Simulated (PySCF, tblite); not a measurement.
# SeF₂: changes of charge, part 2 of 2

tblite 0.8.0 and PySCF 2.14.0. Atoms count from 0. The steps go on from the part before.

### 10 Single point (SeF2): BP86-D3(BJ)/ma-def2-SVP

Geometry: BP86-D3(BJ)/ma-def2-SVP, that of another charge or spin state.

What the job is given:

```
{"job": {"kind": "sp", "xc": "BP86", "basis": "ma-def2-SVP", "d3": "d3bj", "grid": 2}, "charge": 0, "multiplicity": 1}
Se    -0.038529     0.582354     0.818070
F      1.280849    -0.091703    -0.449798
F     -1.217575    -0.495000    -0.392843
```

Standard output:

```text
coarse grid: 17936 points
cycle   1  E = -2600.8377671856  dE = -7.448e-01  |g| = 8.598e-01  |ddm| = 1.841e+00
cycle   2  E = -2597.9030587216  dE =  2.935e+00  |g| = 3.445e+00  |ddm| = 3.326e+00
cycle   3  E = -2600.8805143551  dE = -2.977e+00  |g| = 7.897e-01  |ddm| = 2.836e+00
cycle   4  E = -2600.9478228781  dE = -6.731e-02  |g| = 5.408e-01  |ddm| = 9.027e-01
cycle   5  E = -2601.0047663932  dE = -5.694e-02  |g| = 6.688e-02  |ddm| = 3.685e-01
cycle   6  E = -2601.0056773565  dE = -9.110e-04  |g| = 2.192e-02  |ddm| = 6.681e-02
cycle   7  E = -2601.0057389830  dE = -6.163e-05  |g| = 5.357e-03  |ddm| = 2.184e-02
cycle   8  E = -2601.0057443729  dE = -5.390e-06  |g| = 1.672e-03  |ddm| = 4.273e-03
final grid: 36288 points
cycle   9  E = -2601.0055063875  dE =  7.013e-06  |g| = 5.912e-03  |ddm| = 6.083e-03
cycle  10  E = -2601.0054071953  dE =  9.919e-05  |g| = 2.241e-02  |ddm| = 2.052e-02
cycle  11  E = -2601.0055141398  dE = -1.069e-04  |g| = 6.097e-04  |ddm| = 1.570e-02
cycle  12  E = -2601.0055141966  dE = -5.686e-08  |g| = 4.496e-04  |ddm| = 7.292e-04
cycle  13  E = -2601.0055142402  dE = -4.359e-08  |g| = 1.777e-05  |ddm| = 3.554e-04
cycle  14  E = -2601.0055142403  dE = -6.503e-11  |g| = 3.391e-06  |ddm| = 1.967e-05
converged SCF energy = -2601.0055142403
```

Run time: 2.1 s. Hardware: 1 thread of Arm Neoverse V2, shared host.

### 11 Single point (SeF2− (doublet)): BP86-D3(BJ)/ma-def2-SVP

Geometry: BP86-D3(BJ)/ma-def2-SVP.

What the job is given:

```
{"job": {"kind": "sp", "xc": "BP86", "basis": "ma-def2-SVP", "d3": "d3bj", "grid": 2}, "charge": -1, "multiplicity": 2}
Se    -0.038529     0.582354     0.818070
F      1.280849    -0.091703    -0.449798
F     -1.217575    -0.495000    -0.392843
```

Standard output:

```text
final grid: 36288 points
cycle   1  E = -2601.0436170937  dE =  1.679e-02  |g| = 3.460e-01  |ddm| = 1.072e+00
cycle   2  E = -2600.9810607417  dE =  6.256e-02  |g| = 5.539e-01  |ddm| = 1.229e+00
cycle   3  E = -2601.0583522383  dE = -7.729e-02  |g| = 3.111e-01  |ddm| = 8.276e-01
cycle   4  E = -2601.0986518748  dE = -4.030e-02  |g| = 2.721e-02  |ddm| = 3.544e-01
cycle   5  E = -2601.0988398323  dE = -1.880e-04  |g| = 2.011e-02  |ddm| = 3.754e-02
cycle   6  E = -2601.0989487786  dE = -1.089e-04  |g| = 8.650e-03  |ddm| = 2.304e-02
cycle   7  E = -2601.0989871232  dE = -3.834e-05  |g| = 1.380e-03  |ddm| = 1.013e-02
cycle   8  E = -2601.0989880997  dE = -9.765e-07  |g| = 1.785e-04  |ddm| = 1.776e-03
cycle   9  E = -2601.0989881199  dE = -2.019e-08  |g| = 4.889e-05  |ddm| = 2.604e-04
cycle  10  E = -2601.0989881211  dE = -1.230e-09  |g| = 7.593e-06  |ddm| = 5.868e-05
converged SCF energy = -2601.0989881211
```

Run time: 3.1 s. Hardware: 1 thread of Arm Neoverse V2, shared host.

### 12 Single point (SeF₂): BP86-D3(BJ)/ma-def2-SVP in dimethylsulfoxide

Geometry: BP86-D3(BJ)/ma-def2-SVP.

What the job is given:

```
{"job": {"kind": "sp", "xc": "BP86", "basis": "ma-def2-SVP", "d3": "d3bj", "grid": 2, "solvent": "dimethylsulfoxide"}, "charge": 0, "multiplicity": 1}
Se    -0.004860     0.450144     0.630145
F      1.360414    -0.165286    -0.344720
F     -1.332594    -0.289914    -0.310602
```

Standard output:

```text
final grid: 36288 points
cycle   1  E = -2601.0432563432  dE =  1.772e-04  |g| = 6.498e-02  |ddm| = 1.554e-01
cycle   2  E = -2601.0385005538  dE =  4.756e-03  |g| = 1.752e-01  |ddm| = 1.817e-01
cycle   3  E = -2601.0441978273  dE = -5.697e-03  |g| = 7.800e-03  |ddm| = 1.134e-01
cycle   4  E = -2601.0442194749  dE = -2.165e-05  |g| = 7.454e-04  |ddm| = 1.259e-02
cycle   5  E = -2601.0442195667  dE = -9.175e-08  |g| = 2.451e-04  |ddm| = 7.176e-04
cycle   6  E = -2601.0442195667  dE = -1.273e-11  |g| = 2.443e-04  |ddm| = 3.050e-04
cycle   7  E = -2601.0442195774  dE = -1.066e-08  |g| = 8.838e-06  |ddm| = 1.602e-04
cycle   8  E = -2601.0442195774  dE = -2.501e-11  |g| = 3.739e-06  |ddm| = 1.847e-05
converged SCF energy = -2601.0442195774
```

Wall time 0.83 s (1 thread of Arm Neoverse V2, shared host); peak memory 0.31 GiB.

### 13 Single point (SeF₂− (doublet)): BP86-D3(BJ)/ma-def2-SVP in dimethylsulfoxide

Geometry: BP86-D3(BJ)/ma-def2-SVP.

What the job is given:

```
{"job": {"kind": "sp", "xc": "BP86", "basis": "ma-def2-SVP", "d3": "d3bj", "grid": 2, "solvent": "dimethylsulfoxide"}, "charge": -1, "multiplicity": 2}
Se    -0.038529     0.582354     0.818070
F      1.280849    -0.091703    -0.449798
F     -1.217575    -0.495000    -0.392843
```

Standard output:

```text
final grid: 36288 points
cycle   1  E = -2601.1945127728  dE = -7.169e-04  |g| = 5.489e-02  |ddm| = 2.357e-01
cycle   2  E = -2601.1871846315  dE =  7.328e-03  |g| = 1.511e-01  |ddm| = 1.570e-01
cycle   3  E = -2601.1958049693  dE = -8.620e-03  |g| = 1.451e-02  |ddm| = 1.073e-01
cycle   4  E = -2601.1958771536  dE = -7.218e-05  |g| = 8.547e-03  |ddm| = 2.194e-02
cycle   5  E = -2601.1959043386  dE = -2.719e-05  |g| = 1.857e-03  |ddm| = 9.829e-03
cycle   6  E = -2601.1959056492  dE = -1.311e-06  |g| = 3.267e-04  |ddm| = 1.851e-03
cycle   7  E = -2601.1959056895  dE = -4.034e-08  |g| = 7.185e-05  |ddm| = 4.656e-04
cycle   8  E = -2601.1959056918  dE = -2.238e-09  |g| = 1.845e-05  |ddm| = 8.645e-05
converged SCF energy = -2601.1959056918
```

It took 1.3 s on 1 thread of Arm Neoverse V2, shared host; peak memory 0.31 GiB.

### 14 Single point (SeF₂): BP86-D3(BJ)/ma-def2-SVP in tetrahydrofuran

Geometry: BP86-D3(BJ)/ma-def2-SVP.

What the job is given:

```
{"job": {"kind": "sp", "xc": "BP86", "basis": "ma-def2-SVP", "d3": "d3bj", "grid": 2, "solvent": "tetrahydrofuran"}, "charge": 0, "multiplicity": 1}
Se    -0.004860     0.450144     0.630145
F      1.360414    -0.165286    -0.344720
F     -1.332594    -0.289914    -0.310602
```

Standard output:

```text
final grid: 36288 points
cycle   1  E = -2601.0424318730  dE =  1.857e-04  |g| = 5.620e-02  |ddm| = 1.315e-01
cycle   2  E = -2601.0387489901  dE =  3.683e-03  |g| = 1.532e-01  |ddm| = 1.598e-01
cycle   3  E = -2601.0431452551  dE = -4.396e-03  |g| = 7.099e-03  |ddm| = 9.985e-02
cycle   4  E = -2601.0431632125  dE = -1.796e-05  |g| = 6.817e-04  |ddm| = 1.119e-02
cycle   5  E = -2601.0431632917  dE = -7.919e-08  |g| = 2.251e-04  |ddm| = 6.634e-04
cycle   6  E = -2601.0431632935  dE = -1.874e-09  |g| = 2.031e-04  |ddm| = 2.692e-04
cycle   7  E = -2601.0431633009  dE = -7.411e-09  |g| = 1.142e-05  |ddm| = 1.367e-04
converged SCF energy = -2601.0431633009
```

Wall time 0.76 s (1 thread of Arm Neoverse V2, shared host); peak memory 0.31 GiB.

### 15 Single point (SeF₂− (doublet)): BP86-D3(BJ)/ma-def2-SVP in tetrahydrofuran

Geometry: BP86-D3(BJ)/ma-def2-SVP.

What the job is given:

```
{"job": {"kind": "sp", "xc": "BP86", "basis": "ma-def2-SVP", "d3": "d3bj", "grid": 2, "solvent": "tetrahydrofuran"}, "charge": -1, "multiplicity": 2}
Se    -0.038529     0.582354     0.818070
F      1.280849    -0.091703    -0.449798
F     -1.217575    -0.495000    -0.392843
```

Standard output:

```text
final grid: 36288 points
cycle   1  E = -2601.1831339832  dE = -4.612e-04  |g| = 4.801e-02  |ddm| = 2.075e-01
cycle   2  E = -2601.1772950178  dE =  5.839e-03  |g| = 1.339e-01  |ddm| = 1.421e-01
cycle   3  E = -2601.1841377621  dE = -6.843e-03  |g| = 1.316e-02  |ddm| = 9.639e-02
cycle   4  E = -2601.1841978402  dE = -6.008e-05  |g| = 7.710e-03  |ddm| = 2.009e-02
cycle   5  E = -2601.1842201633  dE = -2.232e-05  |g| = 1.715e-03  |ddm| = 8.981e-03
cycle   6  E = -2601.1842212475  dE = -1.084e-06  |g| = 2.876e-04  |ddm| = 1.646e-03
cycle   7  E = -2601.1842212777  dE = -3.020e-08  |g| = 5.754e-05  |ddm| = 3.887e-04
cycle   8  E = -2601.1842212791  dE = -1.434e-09  |g| = 1.698e-05  |ddm| = 7.651e-05
converged SCF energy = -2601.1842212791
```

Run time: 1.3 s. Hardware: 1 thread of Arm Neoverse V2, shared host; peak memory 0.31 GiB.

### 16 Changes of charge: BP86-D3(BJ)/ma-def2-SVP

This step combines the energies above: geometries from BP86-D3(BJ)/ma-def2-SVP, zero-point and thermal terms from GFN2-xTB.

What the job is given:

```
{"job": {"kind": "rx", "dirs": [-1], "deep": 3, "geom": {"xc": "BP86", "basis": "ma-def2-SVP", "d3": "d3bj", "grid": 1}, "level": {"xc": "BP86", "basis": "ma-def2-SVP", "d3": "d3bj", "solvents": ["dimethylsulfoxide", "tetrahydrofuran"]}}, "charge": 0, "multiplicity": 1}
Se    -0.004860     0.450144     0.630145
F      1.360414    -0.165286    -0.344720
F     -1.332594    -0.289914    -0.310602
```

Output (the driver's rows laid out field by field):

```text
ionisation and electron attachment, BP86-D3(BJ)/ma-def2-SVP // BP86-D3(BJ)/ma-def2-SVP

row 1
  change                  reduction
  charge                  -1
  multiplicity            2
  vertical_ev             0.7131
  vertical_s2             0.751
  formula                 F2Se
  kept                    yes
  pieces                  1
  point_group             C2v
  faults                  thermal_terms_from_another_structure
  adiabatic_electronic_ev 1.6499
  adiabatic_ev            1.6751
  free_energy_ev          1.7151
  s2                      0.751
  bonds_moved             0 2 1.788 2.004; 0 1 1.787 1.95
  spin_on                 0 Se 0.758; 2 F 0.139; 1 F 0.102
  charge_moved            0 Se -0.703; 2 F -0.162; 1 F -0.136
  vertical_back_ev        2.5436
  relaxation_parent_ev    0.8937
  relaxation_ion_ev       0.9368
  reorganisation_ev       1.8305
  solution                solvent dimethylsulfoxide, absolute_potential_v 4.1928, solvation_parent_kj -15.4, solvation_ion_kj -254.46; solvent tetrahydrofuran, absolute_potential_v 3.9036, solvation_parent_kj -12.62, solvation_ion_kj -223.78
```

It took 46 s on 1 thread of Arm Neoverse V2, shared host; peak memory 0.31 GiB.

Energy taken up on oxidation, or given off on reduction (eV; adiabatic with zero-point energy):

```csv
change,product,vertical,adiabatic,free energy,reorganisation,⟨S²⟩
reduction (multiplicity 2),F2Se,0.71,1.68,1.72,1.83,0.75
```

On reduction to multiplicity 2 charge changes most on Se0 (-0.70 e), F2 (-0.16 e), F1 (-0.14 e); the spin sits on Se0 (0.76), F2 (0.14), F1 (0.10); the bond Se0–F2 goes from 1.788 to 2.004 Å; the absolute potential is 4.19 V in dimethylsulfoxide, 3.90 V in tetrahydrofuran.

The driver flags rows whose values are rough: thermal terms taken from another structure (reduction).

### 17 Results

This closing draws on all 2 parts.

| quantity | value |
| --- | --- |
| strongest single infrared mode (GFN2-xTB) | 486 cm⁻¹, 144 km/mol |
| zero-point energy (GFN2-xTB) | 1.7 kcal/mol |
| point group | C2v |
| rotational constants (main isotopes) | 14.25, 7.32, 4.84 GHz |
| surface potential, 1st and 99th percentile | -0.72 V and 2.44 V |
| electron affinity (BP86-D3(BJ)/ma-def2-SVP) | vertical 0.71 eV, adiabatic 1.68 eV |

**Reading.** All 3 modes are real, so the xTB geometry is a minimum. The strongest single mode, at 486 cm⁻¹, moves mainly F1 and F2. GFN2-xTB is a fitted tight-binding method: band positions and strengths are rough. Its intensities can rank the bands wrongly. Over 3 steps the energy fell by 0.009 eV; of the close pairs, Se0–F1 changed most, 1.793 to 1.787 Å (BP86/ma-def2-SVP). No frequency check was run at this level, so the end point may be a saddle. Steps that list no spin-orbit terms leave them out, which matters at and beside the heavy atoms. At BP86/ma-def2-SVP, counted by nearest atom on the grid, the HOMO lies on Se0 76 %; F1, F2 about 12 % each, the LUMO on Se0 67 %; F1, F2 about 16 % each. At BP86-D3(BJ)/ma-def2-SVP, relaxation with the zero-point term after reduction moves the energy given off from 0.71 eV (vertical) to 1.68 eV (adiabatic, with zero-point energy). The driver flags rows whose values are rough: thermal terms taken from another structure (reduction).
